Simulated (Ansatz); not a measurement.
# Si3As2: the cost of one run

Program: Ansatz 0.2.0. Level of theory: DFT PBE, scalar-relativistic, plane waves, PAW. These are calculated values, not measurements.

### 1 The structure to begin with

Symmetry: P-3m1, No. 164, trigonal system. Conventional cell: a = 4.295 Å, b = 4.295 Å, c = 5.186 Å, α = 90.00°, β = 90.00°, γ = 120.00°. Si (site symmetry -3m) is surrounded by 6 As at 2.58 Å. Si (site symmetry 3m) is surrounded by 5 As at 2.53 to 2.77 Å and 3 Si at 2.80 Å. Around As (site symmetry 3m) lie 8 Si at 2.53 to 2.77 Å and 3 As at 2.86 Å.

Coordinates:

```
CELL_PARAMETERS angstrom
4.29489 0.00000 0.00000
-2.14744 3.71948 0.00000
0.00000 0.00000 5.18568
ATOMIC_POSITIONS crystal
Si 0.00000 0.00000 0.00000
Si 0.33333 0.66667 0.62500
Si 0.66667 0.33333 0.37500
As 0.33333 0.66667 0.13800
As 0.66667 0.33333 0.86200
```

(A quick probe on a coarse mesh, which set the mesh and smearing, is not shown.)

### 3 A loose first relaxation

The input, input.yaml:

```yaml
crystal:
  lattice:
    - [4.294889804, 0.0, 0.0]
    - [-2.147444902, 3.7194836767, 0.0]
    - [0.0, 0.0, 5.1856833631]
  atoms:
    - { symbol: Si, position: [0.0, 0.0, 0.0] }
    - { symbol: Si, position: [0.3333333333, 0.6666666667, 0.625] }
    - { symbol: Si, position: [0.6666666667, 0.3333333333, 0.375] }
    - { symbol: As, position: [0.3333333333, 0.6666666667, 0.138] }
    - { symbol: As, position: [0.6666666667, 0.3333333333, 0.862] }
basis:
  ecutwfc: 420
kpoints:
  mp_grid: { grid: [6, 6, 4] }
hamiltonian:
  xc: pbe
scf:
  occupations: { method: gaussian, width: 0.1 }
  lower_state_search: "off"
output:
  forces: true
  stress: true
  eigenvalues: true
relax:
  adjacent_minimum: "off"
  f_tol: 0.04
  max_steps: 70
  cell: { stress_tol: 0.4 }
```

The run is started by

```
$ ansatz run input.yaml --threads 1 --pin off --max-ram 2560MiB --backend cpu --events-out ev --progress --plain --runs-dir out
```

What time and memory should one allow on 1 thread of Intel Xeon Platinum 8488C (Sapphire Rapids), shared host?

About 48 s, with a peak of 0.42 GiB.
